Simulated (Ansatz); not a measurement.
# C2H7BS: basis-set convergence

Aim: see how fast density functionals converge with the basis set for C2H7BS.

Computed with Ansatz 0.2.0, Gaussian basis. Level: one geometry, several basis sets.

The runs, in order: PBE0-D4/def2-SVP; ωB97M-V/def2-SVP; PBE0-D4/def2-QZVPP; ωB97M-V/def2-QZVPP; the functionals' def2-TZVPP values are taken from earlier runs.

## 1. The geometry

An earlier PBE0-D4 in a triple-zeta def2 set relaxation fixed the geometry.

SMILES `CB(C)S`, 11 atoms, charge 0, spin multiplicity 1.

Atoms are counted from 1 here; the program's logs count them from 0.

Bond lengths: C1–B2 1.567 Å, C1–H5 1.095 Å, C1–H6 1.098 Å, C1–H7 1.091 Å, B2–C3 1.568 Å, B2–S4 1.796 Å, C3–H8 1.091 Å, C3–H9 1.097 Å, C3–H10 1.095 Å, S4–H11 1.344 Å. Angles: B2–C1–H5 111.4°, B2–C1–H6 108.1°, B2–C1–H7 115.1°, H5–C1–H6 105.7°, H5–C1–H7 108.7°, H6–C1–H7 107.3°, C1–B2–C3 121.3°, C1–B2–S4 122.2°, C3–B2–S4 116.4°, B2–C3–H8 115.2°, B2–C3–H9 108.8°, B2–C3–H10 110.6°, H8–C3–H9 107.7°, H8–C3–H10 108.5°, H9–C3–H10 105.6°, B2–S4–H11 99.1°.

## 2. PBE0-D4 in def2-SVP

File in.yaml:

```yaml
crystal:
  periodic: [false, false, false]
  atoms:
    - {symbol: C, position_ang: [0.072085, 0.971986, -0.907275]}
    - {symbol: B, position_ang: [-0.166075, -0.303349, -0.028782]}
    - {symbol: C, position_ang: [0.485689, -0.448713, 1.390330]}
    - {symbol: S, position_ang: [-1.209096, -1.660495, -0.572539]}
    - {symbol: H, position_ang: [1.111733, 1.308953, -0.847402]}
    - {symbol: H, position_ang: [-0.529856, 1.790530, -0.491436]}
    - {symbol: H, position_ang: [-0.202088, 0.868627, -1.958560]}
    - {symbol: H, position_ang: [0.137941, -1.301714, 1.975470]}
    - {symbol: H, position_ang: [1.571823, -0.546207, 1.271535]}
    - {symbol: H, position_ang: [0.333900, 0.461993, 1.979404]}
    - {symbol: H, position_ang: [-1.540657, -1.198513, -1.790145]}
basis:
  gaussian: {orbitals: def2-SVP}
hamiltonian: {xc: pbe0, dispersion: d4}
output: {orbitals: {seedname: orbitals}}
```

Further steps of the session: ωB97M-V in def2-SVP; PBE0-D4 in def2-QZVPP; ωB97M-V in def2-QZVPP.

**Question.** What will the summary of the whole plan be? Wanted: PBE0-D4: double and triple zeta above quadruple; ωB97M-V: double and triple zeta above quadruple.

As calculated:

| quantity | value |
| --- | --- |
| PBE0-D4: double and triple zeta above quadruple | 7.30, 0.50 eV |
| ωB97M-V: double and triple zeta above quadruple | 7.48, 0.48 eV |

In words: For PBE0-D4 the step from double to triple zeta gains 6.81 eV and the next only 0.50 eV. These are total energies; as a rule much of such shifts cancels in differences, which this series doesn't test.
